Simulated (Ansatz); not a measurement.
# C₂H₇GaO₂: small, medium and large basis sets

One table from this session's results is given with a row withheld; the runs are named, their logs left out.

The runs use Ansatz 0.2.0, Gaussian basis; one geometry, several basis sets.

Plan: PBE0-D4/def2-SVP; ωB97M-V/def2-SVP; PBE0-D4/def2-QZVPP; ωB97M-V/def2-QZVPP; the functionals' def2-TZVPP values are taken from earlier runs.

## Structure used throughout

All runs share one geometry, relaxed beforehand with PBE0-D4 in a triple-zeta def2 set.

SMILES `C[CH2][Ga]([OH])[OH]`, 12 atoms, charge 0, spin multiplicity 1.

Atoms are counted from 1 here; the program's logs count them from 0.

Bond lengths: C1–C2 1.524 Å, C1–H6 1.094 Å, C1–H7 1.092 Å, C1–H8 1.092 Å, C2–Ga3 1.952 Å, C2–H9 1.094 Å, C2–H10 1.094 Å, Ga3–O4 1.793 Å, Ga3–O5 1.792 Å, O4–H11 0.959 Å, O5–H12 0.959 Å. Angles: C2–C1–H6 111.1°, C2–C1–H7 111.8°, C2–C1–H8 111.8°, H6–C1–H7 107.6°, H6–C1–H8 107.5°, H7–C1–H8 106.8°, C1–C2–Ga3 114.5°, C1–C2–H9 111.2°, C1–C2–H10 111.2°, Ga3–C2–H9 107.0°, Ga3–C2–H10 107.0°, H9–C2–H10 105.5°, C2–Ga3–O4 120.6°, C2–Ga3–O5 121.9°, O4–Ga3–O5 117.5°, Ga3–O4–H11 115.4°, Ga3–O5–H12 115.3°.

The first run:

File in.yaml:

```yaml
crystal:
  periodic: [false, false, false]
  atoms:
    - {symbol: C, position_ang: [-0.316253, 0.142359, 1.823613]}
    - {symbol: C, position_ang: [0.626481, 0.546409, 0.695757]}
    - {symbol: Ga, position_ang: [0.123667, -0.137640, -1.062184]}
    - {symbol: O, position_ang: [-1.336620, -1.159155, -1.260722]}
    - {symbol: O, position_ang: [1.088526, 0.222174, -2.528686]}
    - {symbol: H, position_ang: [0.016010, 0.552812, 2.781516]}
    - {symbol: H, position_ang: [-0.375412, -0.942617, 1.932985]}
    - {symbol: H, position_ang: [-1.333708, 0.498220, 1.648087]}
    - {symbol: H, position_ang: [1.647336, 0.204226, 0.892218]}
    - {symbol: H, position_ang: [0.694665, 1.635190, 0.608264]}
    - {symbol: H, position_ang: [-1.513688, -1.455019, -2.155201]}
    - {symbol: H, position_ang: [0.755997, -0.162159, -3.341645]}
basis:
  gaussian: {orbitals: def2-SVP}
hamiltonian: {xc: pbe0, dispersion: d4}
output: {orbitals: {seedname: orbitals}}
```

Among the steps run: PBE0-D4 in def2-SVP; ωB97M-V in def2-SVP; PBE0-D4 in def2-QZVPP; ωB97M-V in def2-QZVPP.

One table of the session follows, with a row left open; its other results are not shown here.

It belongs to the step «Density functionals: the series». 

| functional | basis | HOMO (eV) | LUMO (eV) |
| --- | --- | --- | --- |
| PBE0-D4 | def2-SVP | -8.15 | 0.04 |
| PBE0-D4 | def2-TZVPP | -8.24 | -0.22 |
| PBE0-D4 | def2-QZVPP | ? | ? |
| ωB97M-V | def2-SVP | -10.38 | 1.74 |
| ωB97M-V | def2-TZVPP | -10.48 | 1.38 |
| ωB97M-V | def2-QZVPP | -10.52 | 0.89 |

**Question.** Estimate the row for PBE0-D4, def2-QZVPP.

As computed: HOMO (eV): -8.28; LUMO (eV): -0.49. In the column «HOMO (eV)» it lies between ωB97M-V, def2-SVP (-10.38) and PBE0-D4, def2-TZVPP (-8.24).
